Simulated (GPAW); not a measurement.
Ta3AsAu2O13:

```
Ta As Au O
1.0
     5.72385   -0.00745   -0.00403
     1.30279    6.25499    0.00561
     0.27574    1.30074    8.36754
Ta As Au O
3 1 2 13
Direct
  0.21713 0.30521 0.58431
  0.03325 0.11123 0.99855
  0.58248 0.62145 0.50482
  0.58707 0.89691 0.83049
  0.58004 0.09228 0.18613
  0.04485 0.82077 0.44682
  0.66201 0.69726 0.71088
  0.51632 0.13418 0.69625
  0.85098 0.88773 0.91932
  0.34466 0.87003 0.94651
  0.73015 0.29240 0.03095
  0.24622 0.21809 0.11075
  0.12900 0.09398 0.49104
  0.48032 0.38887 0.43499
  0.05966 0.26685 0.78594
  0.93330 0.53240 0.45645
  0.49975 0.85161 0.34971
  0.25256 0.62988 0.62473
  0.91878 0.95175 0.22636
```

The cell was built by a generator and needn't be a form met in nature.

Base run:

- Program: GPAW 26.7.0
- Functional: LDA
- Potentials or basis: the program's PAW data sets (release 1.2.1) made for this functional
- Cutoff: 800 eV
- Basis: pw
- k mesh: 4 × 3 × 3
- Occupations: fermi-dirac, width 0.05 eV
- Spin: no spin polarisation

Its results: band gap on the k mesh 1.25 eV, indirect (least direct gap 1.30 eV); pressure -7.3 GPa; largest force 0.784 eV/Å.

Question: The run is repeated on the same cell with these changes: functional from LDA to PBE; potentials or basis from the program's PAW data sets (release 1.2.1) made for this functional to GPAW PAW data sets (gpaw-data 1.2.1). What comes out?

Answer: Band gap on the k mesh 1.31 eV, indirect (least direct gap 1.36 eV); pressure 2.2 GPa; largest force 0.490 eV/Å.

Caveats: with this Au data set, volumes or pressures lay over 1.5 % or 2 GPa off other programs in two to four cells of ten; spin-orbit coupling is left out, which moves the levels of the heavy elements; an odd mesh through Γ misses points on the zone boundary, where band edges often lie (some runs).
